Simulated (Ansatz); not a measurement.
# BaGd2NiO5: the cost of one run

Program: Ansatz 0.2.0. Level of theory: DFT PBEsol, scalar-relativistic, plane waves, PAW. These are calculated values, not measurements.

## Step 1: The structure to begin with

Symmetry: Immm, No. 71, orthorhombic system. The conventional cell has a = 3.799 Å, b = 5.847 Å, c = 11.518 Å, α = 90.00°, β = 90.00°, γ = 90.00°. Ba (site symmetry mmm) is surrounded by 10 O at 2.92 to 2.96 Å. Gd (site symmetry mm2) has 7 O at 2.27 to 2.46 Å in its first shell of neighbours. Around Ni (site symmetry mmm) lie 6 O at 1.90 to 2.24 Å. O (site symmetry m) has 1 Ni at 2.24 Å and 3 Gd at 2.27 to 2.46 Å and 2 Ba at 2.96 Å in its first shell of neighbours. Around O (site symmetry mmm) lie 2 Ni at 1.90 Å and 2 Gd at 2.33 Å.

Structure file:

```
Ba Gd Ni O
1.0
    -1.89929    2.92368    5.75907
     1.89929   -2.92368    5.75907
     1.89929    2.92368   -5.75907
Ba Gd Ni O
1 2 1 5
Cartesian
  0.0000 0.0000 0.0000
  0.0000 2.9237 2.3347
  1.8993 0.0000 3.4243
  0.0000 0.0000 5.7591
  1.8993 1.4911 -1.7162
  0.0000 1.4326 4.0429
  0.0000 1.4326 7.4753
  1.8993 1.4911 1.7162
  0.0000 2.9237 0.0000
```

The moments start at Gd 7.00; Ni 2.00 μB.

## Step 2: The first run (PBEsol, 6×6×6 mesh)

File input.yaml:

```yaml
crystal:
  lattice:
    - [-1.89928909, 2.92368115, 5.75906994]
    - [1.89928909, -2.92368115, 5.75906994]
    - [1.89928909, 2.92368115, -5.75906994]
  atoms:
    - { symbol: Ba, position: [0.0, 0.0, 0.0] }
    - { symbol: Gd, position: [0.7027, 0.2027, 0.5], spin: 7.0 }
    - { symbol: Gd, position: [0.2973, 0.7973, 0.5], spin: 7.0 }
    - { symbol: Ni, position: [0.5, 0.5, 0.0], spin: 2.0 }
    - { symbol: O, position: [0.106, 0.351, 0.755] }
    - { symbol: O, position: [0.596, 0.351, 0.245] }
    - { symbol: O, position: [0.894, 0.649, 0.245] }
    - { symbol: O, position: [0.404, 0.649, 0.755] }
    - { symbol: O, position: [0.5, 0.0, 0.5] }
basis:
  ecutwfc: 420
kpoints:
  mp_grid: { grid: [6, 6, 6] }
hamiltonian:
  xc: pbesol
scf:
  occupations: { method: gaussian, width: 0.1 }
  lower_state_search: "off"
output:
  forces: true
  stress: true
  eigenvalues: true
  populations: true
  hubbard: { sites: [{ species: Gd, l: f }] }
magnetization:
  spin_polarized: true
```

Run with:

```bash
$ ansatz run input.yaml --threads 8 --pin off --max-ram 14336MiB --backend cpu --events-out ev --progress --plain --runs-dir out
```

Q: Estimate wall time and peak memory on 8 threads of Arm Neoverse V1, shared host.

About 22 s, with a peak of 1.1 GiB.
